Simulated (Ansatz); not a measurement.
# C (diamond type): the cost of one run

Computed with Ansatz 0.2.0 (DFT, PBE, PAW with Ansatz's default frozen-core files, scalar-relativistic, unless a step's input says otherwise).

### Step 1. The structure to begin with

The structure is cubic, space group Fd-3m (No. 227). Conventional cell: a = 4.021 Å, b = 4.021 Å, c = 4.021 Å, α = 90.00°, β = 90.00°, γ = 90.00°. C (site symmetry -43m) has 4 C at 1.74 Å as nearest neighbours.

As a file:

```
C
1.0
     0.00000    2.01036    2.01036
     2.01036    0.00000    2.01036
     2.01036    2.01036    0.00000
C
2
Direct
  0.87500 0.87500 0.87500
  0.12500 0.12500 0.12500
```

Atoms are numbered in the order of the input: C1, C2.

### Step 2. Bulk cell relaxed, PAW

input.yaml

```yaml
crystal:
  lattice:
    - [0.0, 2.0103628793, 2.0103628793]
    - [2.0103628793, 0.0, 2.0103628793]
    - [2.0103628793, 2.0103628793, 0.0]
  atoms:
    - { symbol: C, position: [-0.125, -0.125, -0.125] }
    - { symbol: C, position: [0.125, 0.125, 0.125] }
kpoints:
  mp_grid: { grid: [14, 14, 14] }
scf:
  occupations: { method: fermi_dirac, width: 0.02 }
hamiltonian:
  xc: pbe
  pseudopotentials: { kind: paw }
output:
  forces: true
  stress: true
relax:
  f_tol: 0.005
  max_steps: 40
  cell: {}
```

The run is started by

```sh
> ansatz run input.yaml --threads 2 --pin off --max-ram 4096MiB --backend cpu --events-out ev --progress --plain --runs-dir out
```

Q: Estimate wall time and peak memory on 2 threads of Arm Neoverse V1, shared host.

About 3.6 s, with a peak of 0.27 GiB.
